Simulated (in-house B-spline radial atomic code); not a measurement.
# Ho⁶⁺: excited configurations

Wanted: excitation energies of Ho⁶⁺ as differences of total energies (ΔSCF).

The numbers are computed with in-house B-spline radial atomic code version 1 (scalar-relativistic (spin-free one-electron X2C) r2SCAN0, spin-polarised, spherical density, exact exchange averaged over the configuration, Fermi nucleus, basis-set limit), except any that are marked as measured or tabulated.

## 1. The system

```
element       : holmium (Z = 67)
charge        : +6
electrons     : 61
configuration : [Kr] 4d10 4f9 5s2 5p4
Hamiltonian   : scalar-relativistic (X2C)
nucleus       : Fermi, rms radius 5.202 fm
```

The outer shells:

[Kr] 4d10 4f9 5s2 5p4
```
[Kr] core
4d [↑↓][↑↓][↑↓][↑↓][↑↓]
4f [↑↓][↑↓][↑ ][↑ ][↑ ][↑ ][↑ ]
5s [↑↓]
5p [↑↓][↑ ][↑ ]
```

Where spins are not typed, each open shell is filled with up spins first.

Settings, as recorded:

```ini
Z = 67
electrons = 61.0
configuration = [Kr] 4d10 4f9 5s2 5p4
hamiltonian = x2c
method = r2scan0
spin_polarised = True
nucleus = fermi
rms_radius = 5.2022
mass_number = 165
atomic_mass = 164.930329116
speed_of_light = 137.035999084
exact_exchange = averaged over the configuration
```

The reference is known from an earlier run: -12606.633990 hartree in all. Up to eight levels, counted from the top:

| orbital | occupation | energy (eV) | <r> (bohr) |
| --- | --- | --- | --- |
| 4d up | 5 | -261.43 | 0.5919 |
| 4d down | 5 | -252.80 | 0.5921 |
| 5s up | 1 | -136.58 | 1.195 |
| 5s down | 1 | -129.11 | 1.208 |
| 5p up | 3 | -106.40 | 1.333 |
| 5p down | 1 | -100.88 | 1.358 |
| 4f up | 7 | -96.873 | 0.7163 |
| 4f down | 2 | -89.901 | 0.7254 |

## 2. Configuration [Kr] 4d10 4f8 5s2 5p4 6d1

Settings, as recorded:

```ini
Z = 67
electrons = 61.0
configuration = [Kr] 4d10 4f8 5s2 5p4 6d1
hamiltonian = x2c
method = r2scan0
spin_polarised = True
nucleus = fermi
rms_radius = 5.2022
mass_number = 165
atomic_mass = 164.930329116
speed_of_light = 137.035999084
exact_exchange = averaged over the configuration
```

Command:

```sh
$ python run_scf.py task.json out
```

One command runs all members of the session, one after another, from task.json.

## 3. Run with [Kr] 4d10 4f8 5s2 5p4 6s1

Changes to the settings of step 2:

```diff
@@ -2,3 +2,3 @@
 electrons = 61.0
-configuration = [Kr] 4d10 4f8 5s2 5p4 6d1
+configuration = [Kr] 4d10 4f8 5s2 5p4 6s1
 hamiltonian = x2c
```

## 4. Run with [Kr] 4d9 4f9 5s2 5p4 5f1

Changes to the settings of step 3:

```diff
@@ -2,3 +2,3 @@
 electrons = 61.0
-configuration = [Kr] 4d10 4f8 5s2 5p4 6s1
+configuration = [Kr] 4d9 4f9 5s2 5p4 5f1
 hamiltonian = x2c
```

## 5. [Kr] 4d10 4f10 5s2 5p3

Changes to the settings of step 4:

```diff
@@ -2,3 +2,3 @@
 electrons = 61.0
-configuration = [Kr] 4d9 4f9 5s2 5p4 5f1
+configuration = [Kr] 4d10 4f10 5s2 5p3
 hamiltonian = x2c
```

## 6. Configuration [Kr] 4d9 4f9 5s2 5p5

Changes to the settings of step 5:

```diff
@@ -2,3 +2,3 @@
 electrons = 61.0
-configuration = [Kr] 4d10 4f10 5s2 5p3
+configuration = [Kr] 4d9 4f9 5s2 5p5
 hamiltonian = x2c
```

## 7. Configuration [Kr] 4d10 4f8 5s2 5p4 5f1

Changes to the settings of step 6:

```diff
@@ -2,3 +2,3 @@
 electrons = 61.0
-configuration = [Kr] 4d9 4f9 5s2 5p5
+configuration = [Kr] 4d10 4f8 5s2 5p4 5f1
 hamiltonian = x2c
```

**Question.** How far above the reference does each configuration lie (order and size, in eV)?

**Answer**, as computed:

| net move | configuration | 2|M_S|+1 | energy above the reference (eV) | largest <r> (bohr) |
| --- | --- | --- | --- | --- |
| 5p → 4f | [Kr] 4d10 4f10 5s2 5p3 | 8 | 14.078 | 1.35 |
| 4f → 6s | [Kr] 4d10 4f8 5s2 5p4 6s1 | 10 | 35.827 | 2.39 |
| 4f → 5f | [Kr] 4d10 4f8 5s2 5p4 5f1 | 10 | 55.225 | 2.49 |
| 4f → 6d | [Kr] 4d10 4f8 5s2 5p4 6d1 | 10 | 57.791 | 3.29 |
| 4d → 5p | [Kr] 4d9 4f9 5s2 5p5 | 8 | 150.95 | 1.34 |
| 4d → 5f | [Kr] 4d9 4f9 5s2 5p4 5f1 | 10 | 218.55 | 2.48 |

The energies run from 14.078 eV (5p → 4f) to 218.55 eV (4d → 5f). 2 of them lie more than 60 % above minus the reference's highest level (89.901 eV), in the range where a state can decay by emitting an electron. The reference has 2|M_S|+1 = 8; 4 of the configurations differ from it in spin. These are spherical averages at the typed spins, not spectroscopic levels.
